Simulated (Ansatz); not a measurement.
# ZrCo3B2: the cost of one run

Program: Ansatz 0.2.0. Level of theory: DFT r2SCAN, scalar-relativistic, plane waves, PAW. These are calculated values, not measurements.

### 1 The system as given

It takes space group P6/mmm (No. 191, hexagonal). The conventional cell has a = 4.817 Å, b = 4.817 Å, c = 3.030 Å, α = 90.00°, β = 90.00°, γ = 120.00°. Around Zr (site symmetry 6/mmm) lie 6 B at 2.78 Å and 12 Co at 2.85 Å and 2 Zr at 3.03 Å. Co (site symmetry mmm) has 4 B at 2.06 Å in its first shell of neighbours. B (site symmetry -6m2) is surrounded by 6 Co at 2.06 Å and 3 Zr at 2.78 Å.

Coordinates:

```cif
data_structure
_symmetry_space_group_name_H-M 'P6/mmm'
_symmetry_Int_Tables_number 191
_cell_length_a 4.8166
_cell_length_b 4.8166
_cell_length_c 3.0299
_cell_angle_alpha 90.000
_cell_angle_beta 90.000
_cell_angle_gamma 120.000
_cell_volume 60.87
loop_
_atom_site_label
_atom_site_type_symbol
_atom_site_symmetry_multiplicity
_atom_site_Wyckoff_symbol
_atom_site_fract_x
_atom_site_fract_y
_atom_site_fract_z
_atom_site_occupancy
Zr1 Zr 1 a 0.00000 0.00000 0.00000 1
Co1 Co 3 g 0.50000 0.00000 0.50000 1
B1 B 2 c 0.33333 0.66667 0.00000 1
```

This cell was relaxed beforehand with the same method: volume 10.15 Å³/atom, gap on the mesh none (metal).

### 2 Volume × 0.97

File input.yaml:

```yaml
crystal:
  lattice:
    - [4.7679074439, 0.0, 0.0]
    - [-2.383953722, 4.1291289693, 0.0]
    - [0.0, 0.0, 2.9993030539]
  atoms:
    - { symbol: Zr, position: [0.0, 0.0, 0.0] }
    - { symbol: Co, position: [0.5, 0.0, 0.5] }
    - { symbol: Co, position: [0.5, 0.5, 0.5] }
    - { symbol: Co, position: [0.0, 0.5, 0.5] }
    - { symbol: B, position: [0.3333333333, 0.6666666667, 0.0] }
    - { symbol: B, position: [0.6666666667, 0.3333333333, 0.0] }
basis:
  ecutwfc: 500
kpoints:
  mp_grid: { grid: [12, 12, 12] }
hamiltonian:
  xc: r2scan
scf:
  occupations: { method: gaussian, width: 0.1 }
output:
  forces: true
  stress: true
  eigenvalues: true
relax:
  adjacent_minimum: "off"
  f_tol: 0.01
  max_steps: 30
  cell: { stress_tol: 0.1, fix: [volume] }
```

Run with:

```sh
ansatz run input.yaml --threads 1 --pin off --max-ram 2560MiB --backend cpu --events-out ev --progress --plain --runs-dir out
```

**Question.** How long does this run take on 1 thread of Oxide Virtual Turin-like (Zen 5), shared host, and how much memory does it need?

About 77 s, with a peak of 0.78 GiB.
